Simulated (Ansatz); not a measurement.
# C₈H₄Si: a ladder of functionals and wavefunction methods

Aim: compute C₈H₄Si with functionals from several rungs and with coupled cluster, and see how far each lands from CCSD(T) at the basis-set limit for the atomisation energy.

Method: functionals in def2-TZVPP, the program's frozen cores in correlated methods; program: Ansatz 0.2.0, Gaussian basis.

Plan: LDA (SPW92), PBE-D4, revPBE-D4, BLYP-D4, r2SCAN-D4, B97M-V, PBE0-D4, B3LYP-D4, r2SCANh-D4, r2SCAN0-D4, HSE06-D4, BHLYP-D4, CAM-B3LYP-D4, LC-ωPBE, ωB97X-V, ωB97M-V, B2PLYP, PBE-QIDH; CCSD(T)/def2-SVP; CCSD(T)/def2-TZVPP; MP2/def2-QZVPP; extrapolation to the limit; RPA on PBE.

### 1 The relaxed structure

The geometry comes from an earlier relaxation with PBE0-D4 in a triple-zeta def2 set; it is a stationary point, not always the lowest conformer.

SMILES `C#C[Si](C#C)(C#C)C#C`, 13 atoms, charge 0, spin multiplicity 1.

Atoms are counted from 1 here; the program's logs count them from 0.

Bond lengths: C1–C2 1.205 Å, C1–H10 1.066 Å, C2–Si3 1.816 Å, Si3–C4 1.816 Å, Si3–C6 1.816 Å, Si3–C8 1.816 Å, C4–C5 1.205 Å, C5–H11 1.066 Å, C6–C7 1.205 Å, C7–H12 1.066 Å, C8–C9 1.205 Å, C9–H13 1.066 Å. Angles: C2–C1–H10 180.0°, C1–C2–Si3 180.0°, C2–Si3–C4 109.5°, C2–Si3–C6 109.5°, C2–Si3–C8 109.5°, C4–Si3–C6 109.5°, C4–Si3–C8 109.4°, C6–Si3–C8 109.5°, Si3–C4–C5 179.8°, C4–C5–H11 180.0°, Si3–C6–C7 180.0°, C6–C7–H12 180.0°, Si3–C8–C9 179.8°, C8–C9–H13 180.0°.

### 2 LDA

This LDA is Slater exchange with PW92 correlation.

Contents of in.yaml:

```yaml
crystal:
  periodic: [false, false, false]
  atoms:
    - {symbol: C, position_ang: [2.581835, -1.536046, 0.359050]}
    - {symbol: C, position_ang: [1.553255, -0.924890, 0.215745]}
    - {symbol: Si, position_ang: [0.003348, -0.002856, 0.000930]}
    - {symbol: C, position_ang: [-0.700933, -0.373313, -1.631625]}
    - {symbol: C, position_ang: [-1.172289, -0.619106, -2.713029]}
    - {symbol: C, position_ang: [0.336258, 1.778100, 0.126865]}
    - {symbol: C, position_ang: [0.556546, 2.959819, 0.210754]}
    - {symbol: C, position_ang: [-1.176033, -0.491234, 1.292840]}
    - {symbol: C, position_ang: [-1.960877, -0.815212, 2.147874]}
    - {symbol: H, position_ang: [3.491803, -2.076740, 0.485841]}
    - {symbol: H, position_ang: [-1.588976, -0.836602, -3.669864]}
    - {symbol: H, position_ang: [0.751520, 4.005258, 0.284971]}
    - {symbol: H, position_ang: [-2.655059, -1.101878, 2.904444]}
basis:
  gaussian: {orbitals: def2-TZVPP}
hamiltonian: {xc: lda}
output: {orbitals: {seedname: orbitals}}
```

The run is started by

```console
$ ansatz run in.yaml --threads 2 --pin off --events-out ev --progress --plain --max-ram 22528MiB --backend cuda --devices 0, --max-vram 18GiB
```

After this run come: PBE-D4 (GGA); revPBE-D4 (GGA); BLYP-D4 (GGA); r2SCAN-D4 (meta-GGA); B97M-V (meta-GGA); PBE0-D4 (hybrid); B3LYP-D4 (hybrid); r2SCANh-D4 (hybrid); r2SCAN0-D4 (hybrid); HSE06-D4 (hybrid); BHLYP-D4 (hybrid); CAM-B3LYP-D4 (range-separated); LC-ωPBE (range-separated); ωB97X-V (range-separated); ωB97M-V (range-separated); B2PLYP (double hybrid); PBE-QIDH (double hybrid); CCSD(T) in def2-SVP; CCSD(T) in def2-TZVPP; MP2 in def2-QZVPP; RPA on PBE orbitals.

Before running them: what should the planned runs give, taken together? Wanted: atomisation energy, CCSD(T)/CBS; farthest beyond LDA; mean size of error, GGA; mean size of error, meta-GGA; mean size of error, hybrid; mean size of error, range-separated; mean size of error, double hybrid; gap, smallest and largest; T1 diagnostic.

The runs gave:

| quantity | value |
| --- | --- |
| atomisation energy, CCSD(T)/CBS | 6343.7 kJ/mol |
| functionals within 31.7 kJ/mol (0.5 %) | r2SCAN-D4, B97M-V, B3LYP-D4, CAM-B3LYP-D4, LC-ωPBE, ωB97X-V, ωB97M-V, B2PLYP, PBE-QIDH |
| farthest beyond LDA | BHLYP-D4 (-248.5 kJ/mol) |
| mean size of error, GGA | 117.4 kJ/mol |
| mean size of error, meta-GGA | 20.1 kJ/mol |
| mean size of error, hybrid | 91.1 kJ/mol |
| mean size of error, range-separated | 17.6 kJ/mol |
| mean size of error, double hybrid | 17.6 kJ/mol |
| gap, smallest and largest | 5.27 eV (LDA (SPW92)), 12.51 eV (LC-ωPBE) |
| T1 diagnostic | 0.0138 |
| triples share of the correlation energy | 5.4 % |

In words: The LDA atomisation energy is off by 968.4 kJ/mol (15 %): it overbinds. PBE-D4 is off by +246.9 kJ/mol. Double hybrids carry the basis error of their MP2 part in triple zeta, and no dispersion term here, so their miss is partly the set-up's. The rungs range-separated, double hybrid, meta-GGA miss on average by less than the doubt on the reference (31.7 kJ/mol), so they tie. Misses under about 31.7 kJ/mol are within the doubt on the reference itself, which lacks core-valence correlation, relativity and higher excitations. Hartree-Fock recovers 72 % of the binding; the rest is correlation. CCSD(T) in def2-SVP is off by -302.8 kJ/mol, so the small basis spoils what the method gains. Orbital gaps span 5.3 to 12.5 eV; exact exchange widens them.
